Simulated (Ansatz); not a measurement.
# TlPt and its elements: a formation energy from the elements

Program: Ansatz 0.2.0, Python API.

Run as a notebook:

In [1]:
```python
from collections import Counter
import warnings

import ansatz as az
import numpy as np
```

In [2]:
```python
PHASES = {
    "TlPt": (
        [(6.758, 0.0, 0.0), (-3.379, 5.8526, 0.0), (0.0, 0.0, 3.851708)],
        [
            ("Tl", (0.0, 0.5, 0.0)),
            ("Tl", (0.5, 0.0, 0.0)),
            ("Tl", (0.5, 0.5, 0.0)),
            ("Pt", (0.0, 0.0, 0.0)),
            ("Pt", (2 / 3, 1 / 3, 0.5)),
            ("Pt", (1 / 3, 2 / 3, 0.5)),
        ],
    ),
    "Tl": (
        [(3.456, 0.0, 0.0), (-1.728, 2.992984, 0.0), (0.0, 0.0, 5.525)],
        [
            ("Tl", (1 / 3, 2 / 3, 0.25)),
            ("Tl", (2 / 3, 1 / 3, 0.75)),
        ],
    ),
    "Pt": (
        [(0.0, 1.9609, 1.9609), (1.9609, 0.0, 1.9609), (1.9609, 1.9609, 0.0)],
        [
            ("Pt", (0.0, 0.0, 0.0)),
        ],
    ),
}
```

In [3]:
```python
def build(vectors, sites):
    crystal = az.Crystal(lattice=az.Lattice.of(vectors))
    for symbol, position in sites:
        crystal = crystal.atom(symbol, position)
    return crystal
```

In [4]:
```python
def run_phase(name, crystal):
    calc = crystal.calculation()
    calc = calc.eigensolver("davidson")
    calc = calc.functional("r2scan")
    calc = calc.scf(tolerance=1e-05, extra_bands=16)
    calc = calc.basis(450, density_ratio=8)
    calc = calc.kpoints(spacing=0.3)
    calc = calc.occupations("fermi_dirac", width=0.1)
    calc = calc.stress()
    calc = calc.relax(force_tolerance=0.03, max_steps=60, cell=True)
    return calc.run()


def counts(outcome):
    return Counter(site.symbol for site in outcome.lattice.sites)
```

In [5]:
```python
def formation_energy(outcome, mu):
    n = counts(outcome)
    return (outcome.report["energy_sigma0_ev"] - sum(k * mu[element] for element, k in n.items())) / sum(n.values())


def volume_per_atom(outcome):
    return abs(np.linalg.det(outcome.lattice.cell_ang)) / len(outcome.lattice.sites)
```

In [6]:
```python
warnings.simplefilter("ignore", az.DeckWarning)
```

In [7]:
```python
phases = {name: build(*cell) for name, cell in PHASES.items()}
```

In [8]:
```python
done = {}
for name, crystal in phases.items():
    done[name] = run_phase(name, crystal)
    print(f"{name}: {done[name].report['energy_sigma0_ev']:.4f} eV, {len(done[name].lattice.sites)} atoms")
```
```text
TlPt: -71983.1722 eV, 6 atoms
Tl: -22917.1040 eV, 2 atoms
Pt: -12536.7675 eV, 1 atoms
```

In [9]:
```python
# chemical potentials of the elements at zero temperature
references = {"Tl": "Tl", "Pt": "Pt"}
mu = {element: done[name].report["energy_sigma0_ev"] / len(done[name].lattice.sites) for element, name in references.items()}
```

In [10]:
```python
target = done["TlPt"]
heat = formation_energy(target, mu)
rows = [(name, len(o.lattice.sites), volume_per_atom(o), formation_energy(o, mu)) for name, o in done.items()]
print("     phase       atoms  V (A^3/atom)  E_form (eV/atom)")
for row in rows:
    print(f"{str(row[0]):>10}  {row[1]:10d}  {row[2]:12.3f}  {row[3]:16.4f}")
```
```text
     phase       atoms  V (A^3/atom)  E_form (eV/atom)
      TlPt           6        24.540            0.4644
        Tl           2        30.194            0.0000
        Pt           1        15.325            0.0000
```

Notes:
- The settings weren't tested for convergence.
- The cutoff lies under the one recommended for these potentials.
- For the metals among these phases the mesh is modest: differences between phases can be off by up to 40 meV an atom.
- The program warned that this SCF threshold is loose for forces or stresses.
- Spin-orbit coupling, which matters for elements this heavy, is left out.
- The cells come from databases of deposited and of computed structures, and not all need be stable phases.
- The compound is the structure given, not necessarily its lowest; energies are at zero temperature, with no correction for gases. A semilocal functional's error on such energies is often 0.05 to 0.1 eV an atom, and 0.1 to 0.3 eV against gases such as O2 or F2.
- The script silences the warnings on its input, which a real study should read.
- The whole script took 4.2 min on 1 thread of Arm Neoverse N1, with other jobs on the host, peak memory 1.6 GiB.
